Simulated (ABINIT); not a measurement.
# GeMo2 in ABINIT: work function with PBE

Aim: the work function of GeMo2 with PBE.

All numbers are computed with ABINIT 10.8.3 (patched build); they aren't measurements. Logs are shortened: lines on timing, memory, paths and dates and some standing lists are left out, and cuts for length are marked. The log counts tension as positive stress, the text compression.

### Step 1. The undisturbed sheet

The cell holds a sheet with vacuum, 3 atoms: a = 2.910 Å, b = 2.910 Å, c = 29.702 Å, α = 90.00°, β = 90.00°, γ = 90.00°.

The cell was built by a generator and needn't be a form met in nature.

### Step 2. Work function, PBE

File run.abi:

```
# Pseudopotentials
pp_dirpath "./"
pseudos "Ge.GGA_PBE-JTH.xml, Mo.GGA_PBE-JTH.xml"

# Structure
acell 5.4993108925 5.4993108925 56.1290988879
rprim
     1.0000000000     0.0000000000     0.0000000000
     0.0000000000     1.0000000000     0.0000000000
     0.0000000000     0.0000000000     1.0000000000
ntypat 2
znucl 32 42
natom 3
typat 1 2 2
xred
     0.5000000000     0.5000000000     0.2861774200
     0.0000000000     0.0000000000     0.3384145300
     0.0000000000     0.0000000000     0.2339280500
chkprim 0
chksymtnons 0
tolsym 1.0e-6

# Plane-wave basis
ecut 22.0
pawecutdg 44.0

# k points
kptopt 1
ngkpt 9 9 1
nshiftk 1
shiftk 0.0 0.0 0.0

# Exchange and correlation
ixc 11

# Bands and occupations
nband 26
occopt 3
tsmear 0.00183747

# SCF cycle
nstep 120
tolvrs 1.0e-9

# Output
iomode 3
prtwf 0
prteig 0
prtebands 0
prtden 1
prtvha 1
prtvclmb 1
prtpot 1
```

Potentials or basis: JTH PAW PBE v2.0.

Launch:

```sh
$ mpirun --bind-to none -np 4 abinit run.abi > log 2>&1
```

run.abo:

```text
.Version 10.8.3 of ABINIT
 Symmetries : space group P4 m m (# 99); Bravais tP (primitive tetrag.)
================================================================================
 Values of the parameters that define the memory need of the present run
     intxc =       0    ionmov =       0      iscf =      17    lmnmax =      18
     lnmax =       6     mgfft =     240  mpssoang =       3    mqgrid =   16761
     natom =       3  nloc_mem =       2    nspden =       1   nspinor =       1
    nsppol =       1      nsym =       8    n1xccc =       1    ntypat =       2
    occopt =       3   xclevel =       2
       mpw =        8418          nfft =      138240          nkpt =          15
Pmy_natom=         1
 PAW method is used; the additional fine FFT grid is defined by:
   mgfftf=       360    nfftf =    466560
================================================================================
================================================================================

--------------------------------------------------------------------------------
------------- Echo of variables that govern the present computation ------------
--------------------------------------------------------------------------------
 -outvars: echo values of preprocessed input variables --------
            acell      5.4993108925E+00  5.4993108925E+00  5.6129098888E+01 Bohr
              amu      7.26100000E+01  9.59400000E+01
          chkprim           0
      chksymtnons           0
             ecut      2.20000000E+01 Hartree
              ixc          11
         kptrlatt        9    0    0      0    9    0      0    0    1
          kptrlen      4.94937980E+01
            natom           3
            nband          26
            ngfft          24      24     240
          ngfftdg          36      36     360
             nkpt          15
            nstep         120
             nsym           8
           ntypat           2
           occopt           3
        pawecutdg      4.40000000E+01 Hartree
         pawxcdev           0
        prtebands           0
           prteig           0
           prtpot           1
         prtvclmb           1
           prtvha           1
            prtwf           0
          spgroup          99
           tolsym      1.00000000E-06
           tolvrs      1.00000000E-09
           tsmear      1.83747000E-03 Hartree
            typat      1  2  2
           useylm           1
           xangst      1.4550549990E+00  1.4550549990E+00  8.5001104057E+00
                       0.0000000000E+00  0.0000000000E+00  1.0051669583E+01
                       0.0000000000E+00  0.0000000000E+00  6.9481870791E+00
            xcart      2.7496554462E+00  2.7496554462E+00  1.6062880707E+01
                       0.0000000000E+00  0.0000000000E+00  1.8994902619E+01
                       0.0000000000E+00  0.0000000000E+00  1.3130170651E+01
             xred      5.0000000000E-01  5.0000000000E-01  2.8617742000E-01
                       0.0000000000E+00  0.0000000000E+00  3.3841453000E-01
                       0.0000000000E+00  0.0000000000E+00  2.3392805000E-01
            znucl       32.00000   42.00000

================================================================================

 chkinp: Checking input parameters for consistency.

================================================================================
== DATASET  1 ==================================================================

--- !DatasetInfo
iteration_state: {dtset: 1, }
dimensions: {natom: 3, nkpt: 15, mband: 26, nsppol: 1, nspinor: 1, nspden: 1, mpw: 8418, }
cutoff_energies: {ecut:  22.0, pawecutdg:  44.0, }
electrons: {nelect:   4.20000000E+01, charge:   0.00000000E+00, occopt:   3.00000000E+00, tsmear:   1.83747000E-03, }
meta: {optdriver: 0, ionmov: 0, optcell: 0, iscf: 17, paral_kgb: 0, }
...

 Exchange-correlation functional for the present dataset will be:
  GGA: Perdew-Burke-Ernzerhof functional - ixc=11
  J.P.Perdew, K.Burke, M.Ernzerhof, PRL 77, 3865 (1996)

 Real(R)+Recip(G) space primitive vectors, cartesian coordinates (Bohr,Bohr^-1):
 R(1)=  5.4993109  0.0000000  0.0000000  G(1)=  0.1818410  0.0000000  0.0000000
 R(2)=  0.0000000  5.4993109  0.0000000  G(2)=  0.0000000  0.1818410  0.0000000
 R(3)=  0.0000000  0.0000000 56.1290989  G(3)=  0.0000000  0.0000000  0.0178161
 Unit cell volume ucvol=  1.6974798E+03 bohr^3
 Angles (23,13,12)=  9.00000000E+01  9.00000000E+01  9.00000000E+01 degrees

 Coarse grid specifications (used for wave-functions):

 getcut: wavevector=  0.0000  0.0000  0.0000  ngfft=  24  24 240
         ecut(hartree)=     22.000   => boxcut(ratio)=   2.02510

 Fine grid specifications (used for densities):

 getcut: wavevector=  0.0000  0.0000  0.0000  ngfft=  36  36 360
[... 90 lines left out ...]
lattice_lengths: [   5.49931,    5.49931,   56.12910, ]
lattice_angles: [ 90.000,  90.000,  90.000, ] # degrees, (23, 13, 12)
lattice_volume:   1.6974798E+03
convergence: {deltae: -4.978E-08, res2:  3.433E-10, residm:  3.445E-07, diffor: null, }
etotal    :  -2.33130144E+02
entropy   :   0.00000000E+00
fermie    :  -4.11132005E-02
cartesian_stress_tensor: # hartree/bohr^3
- [ -6.08767675E-06,   0.00000000E+00,   0.00000000E+00, ]
- [  0.00000000E+00,  -6.08767675E-06,   0.00000000E+00, ]
- [  0.00000000E+00,   0.00000000E+00,  -3.11260596E-06, ]
pressure_GPa:   1.4993E-01
xred      :
- [  5.0000E-01,   5.0000E-01,   2.8618E-01, Ge]
- [  0.0000E+00,   0.0000E+00,   3.3841E-01, Mo]
- [  0.0000E+00,   0.0000E+00,   2.3393E-01, Mo]
cartesian_forces: # hartree/bohr
- [ -0.00000000E+00,  -0.00000000E+00,  -4.92324768E-05, ]
- [ -0.00000000E+00,  -0.00000000E+00,   1.24900931E-03, ]
- [ -0.00000000E+00,  -0.00000000E+00,  -1.19977683E-03, ]
force_length_stats: {min:   4.92324768E-05, max:   1.24900931E-03, mean:   8.32672871E-04, }
...

 Integrated electronic density in atomic spheres:
 ------------------------------------------------
 Atom  Sphere_radius  Integrated_density
    1        2.30477         12.66075899
    2        2.20740         11.30412835
    3        2.20740         11.30701034

================================================================================

 ----iterations are completed or convergence reached----

 Mean square residual over all n,k,spin=   89.137E-11; max=  34.448E-08
 reduced coordinates (array xred) for    3 atoms
       0.500000000000      0.500000000000      0.286177420000
       0.000000000000      0.000000000000      0.338414530000
       0.000000000000      0.000000000000      0.233928050000
 rms dE/dt=  3.2433E-02; max dE/dt=  6.5559E-02; dE/dt below (all hartree)
    1       0.000000000000      0.000000000000      0.000980002222
    2       0.000000000000      0.000000000000     -0.071889139236
    3       0.000000000000      0.000000000000      0.065559020012

 cartesian coordinates (angstrom) at end:
    1      1.45505499900369     1.45505499900369     8.50011040565354
    2      0.00000000000000     0.00000000000000    10.05166958272722
    3      0.00000000000000     0.00000000000000     6.94818707911771

 cartesian forces (hartree/bohr) at end:
    1     -0.00000000000000    -0.00000000000000    -0.00004923247675
    2     -0.00000000000000    -0.00000000000000     0.00124900930696
    3     -0.00000000000000    -0.00000000000000    -0.00119977683021
 frms,max,avg= 5.7753427E-04 1.2490093E-03   0.000E+00  0.000E+00  3.177E-05 h/b

 cartesian forces (eV/Angstrom) at end:
    1     -0.00000000000000    -0.00000000000000    -0.00253163574321
    2     -0.00000000000000    -0.00000000000000     0.06422664090461
    3     -0.00000000000000    -0.00000000000000    -0.06169500516140
 frms,max,avg= 2.9698006E-02 6.4226641E-02   0.000E+00  0.000E+00  1.634E-03 e/A
 length scales=  5.499310892500  5.499310892500 56.129098887900 bohr
              =  2.910109998007  2.910109998007 29.702239979847 angstroms
 Fermi (or HOMO) energy (hartree) =  -0.04111   Average Vxc (hartree)=  -0.10828
 Eigenvalues (hartree) for nkpt=  15  k points:
 kpt#   1, nband= 26, wtk=  0.01235, kpt=  0.0000  0.0000  0.0000 (reduced coord)
  -2.28511   -2.28459   -1.33889   -1.33204   -1.32271   -1.32271   -1.32226   -1.32226
  -0.94876   -0.94429   -0.94397   -0.94338   -0.94338   -0.48257   -0.26783   -0.16381
  -0.16201   -0.14919   -0.07185   -0.07185   -0.06607   -0.05642    0.00141    0.00141
   0.03051    0.03307
      occupation numbers for kpt#   1
   2.00000    2.00000    2.00000    2.00000    2.00000    2.00000    2.00000    2.00000
   2.00000    2.00000    2.00000    2.00000    2.00000    2.00000    2.00000    2.00000
   2.00000    2.00000    2.00000    2.00000    2.00000    1.99952    0.00000    0.00000
   0.00000    0.00000
 prteigrs : prtvol=0 or 1, do not print more k-points.

--- !EnergyTerms
iteration_state     : {dtset: 1, }
comment             : Components of total free energy in Hartree
kinetic             :  2.61528847805202E+01
hartree             :  1.24261404060840E+03
xc                  : -9.99371602327021E+00
Ewald energy        :  1.05749773906217E+03
psp_core            :  1.87245281741683E+00
local_psp           : -2.56593662177012E+03
PAW spherical_terms :  1.46643428617174E+01
internal            : -2.33128877663161E+02
'-kT*entropy'       : -1.26744702645645E-03
total_energy        : -2.33130145110187E+02
total_energy_eV     : -6.34379442417491E+03
...

--- !EnergyTermsDC
iteration_state     : {dtset: 1, }
comment             : '"Double-counting" decomposition of free energy'
band_energy         : -3.72297274356319E+01
Ewald energy        :  1.05749773906217E+03
psp_core            :  1.87245281741683E+00
xc_dc               : -1.23967796036476E+03
PAW spherical_terms : -1.55913804157908E+01
internal            : -2.33128876336597E+02
'-kT*entropy'       : -1.26744702645645E-03
total_energy_dc     : -2.33130143783624E+02
total_energy_dc_eV  : -6.34379438807727E+03
...

--- !EnergyTermsWithPAWCore
iteration_state     : {dtset: 1, }
comment             : 'Components of total free energy, including PAW core contributions'
Total energy        : -1.01968984141705E+04
Total energy DC     : -1.01968984128439E+04
Total energy (eV)   : -2.77471741259024E+05
Total energy DC (eV): -2.77471741222926E+05
...

 Cartesian components of stress tensor (hartree/bohr^3)
  sigma(1 1)= -6.08767675E-06  sigma(3 2)=  0.00000000E+00
  sigma(2 2)= -6.08767675E-06  sigma(3 1)=  0.00000000E+00
  sigma(3 3)= -3.11260596E-06  sigma(2 1)=  0.00000000E+00

-Cartesian components of stress tensor (GPa)         [Pressure=  1.4993E-01 GPa]
- sigma(1 1)= -1.79105634E-01  sigma(3 2)=  0.00000000E+00
- sigma(2 2)= -1.79105634E-01  sigma(3 1)=  0.00000000E+00
- sigma(3 3)= -9.15760290E-02  sigma(2 1)=  0.00000000E+00

== END DATASET(S) ==============================================================
================================================================================

 -outvars: echo values of variables after computation  --------
            acell      5.4993108925E+00  5.4993108925E+00  5.6129098888E+01 Bohr
           etotal     -2.3313014378E+02
            fcart     -0.0000000000E+00 -0.0000000000E+00 -4.9232476750E-05
                      -0.0000000000E+00 -0.0000000000E+00  1.2490093070E-03
                      -0.0000000000E+00 -0.0000000000E+00 -1.1997768302E-03
           strten     -6.0876767545E-06 -6.0876767545E-06 -3.1126059588E-06
                       0.0000000000E+00  0.0000000000E+00  0.0000000000E+00
           xangst      1.4550549990E+00  1.4550549990E+00  8.5001104057E+00
                       0.0000000000E+00  0.0000000000E+00  1.0051669583E+01
                       0.0000000000E+00  0.0000000000E+00  6.9481870791E+00
             xred      5.0000000000E-01  5.0000000000E-01  2.8617742000E-01
                       0.0000000000E+00  0.0000000000E+00  3.3841453000E-01
                       0.0000000000E+00  0.0000000000E+00  2.3392805000E-01
 Calculation completed.
```

It took 1.7 min on 4 MPI ranks of Arm Neoverse V2, shared host; peak memory 0.92 GiB.

What came out:

```yaml
Free_energy: -6343.7944 eV
Largest_force: 0.064 eV/Å
Band_gap_on_the_k_mesh: none (metal or under the smearing width)
Valence_electrons_inside_the_program's_atomic_spheres: Ge 12.66; Mo 11.30, 11.31
Work_function: 4.44 eV
```

Forces on the atoms (eV/Å):
```
Ge   0.000  0.000 -0.003
Mo   0.000  0.000  0.064
Mo   0.000  0.000 -0.062
```

Stress tensor (GPa, compression positive):
```
0.18 0.00 0.00
0.00 0.18 0.00
0.00 0.00 0.09
```

Levels at points of the mesh, in eV from the Fermi level:
| k point | band 18 | band 19 | band 20 | band 21 | band 22 | band 23 | band 24 | band 25 |
| --- | --- | --- | --- | --- | --- | --- | --- | --- |
| (0.00, 0.00, 0.00) | -2.94 | -0.84 | -0.84 | -0.68 | -0.42 | 1.16 | 1.16 | 1.95 |
